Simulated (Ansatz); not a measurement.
# TaF3: a trigonal deformation path

This session takes TaF3 and sets out to follow a trigonal deformation at fixed volume.

Method: DFT PBE, scalar-relativistic, plane waves, PAW, in Ansatz 0.2.0.

**1. The starting structure**

The structure is cubic, space group Pm-3m (No. 221). Conventional cell: a = 3.901 Å, b = 3.901 Å, c = 3.901 Å, α = 90.00°, β = 90.00°, γ = 90.00°. Ta (site symmetry m-3m) is surrounded by 6 F at 1.95 Å. Around F (site symmetry 4/mmm) lie 2 Ta at 1.95 Å.

Coordinates:

```
CELL_PARAMETERS angstrom
3.90120 0.00000 0.00000
0.00000 3.90120 0.00000
0.00000 0.00000 3.90120
ATOMIC_POSITIONS crystal
Ta 0.00000 0.00000 0.00000
F 0.50000 0.00000 0.00000
F 0.00000 0.50000 0.00000
F 0.00000 0.00000 0.50000
```

No relaxation comes first: the listed cell is the starting point.

**2. Zero of energy**

Reference values: F = -12357.8148 eV; pressure 25.52 GPa; largest force 0.000 eV/Å; gap on the mesh none (metal). It was computed beforehand with the settings of the runs below.

**3. Next: a trigonal deformation path**

At fixed volume and fractional coordinates, lengths along (0.577, 0.577, 0.577) are scaled against those across it; ρ is that ratio over its starting value.

**4. ρ = 0.500**

input.yaml

```yaml
crystal:
  lattice:
    - [4.0960033332, -0.8192006666, -0.8192006666]
    - [-0.8192006666, 4.0960033332, -0.8192006666]
    - [-0.8192006666, -0.8192006666, 4.0960033332]
  atoms:
    - { symbol: Ta, position: [0.0, 0.0, 0.0] }
    - { symbol: F, position: [0.5, 0.0, 0.0] }
    - { symbol: F, position: [0.0, 0.5, 0.0] }
    - { symbol: F, position: [0.0, 0.0, 0.5] }
basis:
  ecutwfc: 420
kpoints:
  mp_grid: { grid: [14, 14, 14] }
hamiltonian:
  xc: pbe
scf:
  occupations: { method: gaussian, width: 0.15 }
output:
  forces: true
  stress: true
  eigenvalues: true
```

Command:

```
ansatz run input.yaml --threads 1 --pin off --max-ram 2560MiB --backend cpu --events-out ev --progress --plain --runs-dir out
```

Further runs follow: point ρ = 2.000; ρ = 0.710; ρ = 1.410; ρ = 0.600; ρ = 0.850; point ρ = 1.200; ρ = 1.700; At ρ = 0.930; ρ = 1.080.

**Question.** What will these runs give? Wanted: highest point.

The runs gave:

```
     quantity                        value
highest point  634.2 meV/atom at ρ = 2.000
```

The energy drops below the reference, by 146.2 meV/atom at ρ = 0.600; the cell was taken as given and not relaxed at this level. Further dips among the sampled points: ρ = 1.410 (-104.8 meV/atom); whether they survive relaxation was not tested. Spin-orbit coupling is left out for Ta.
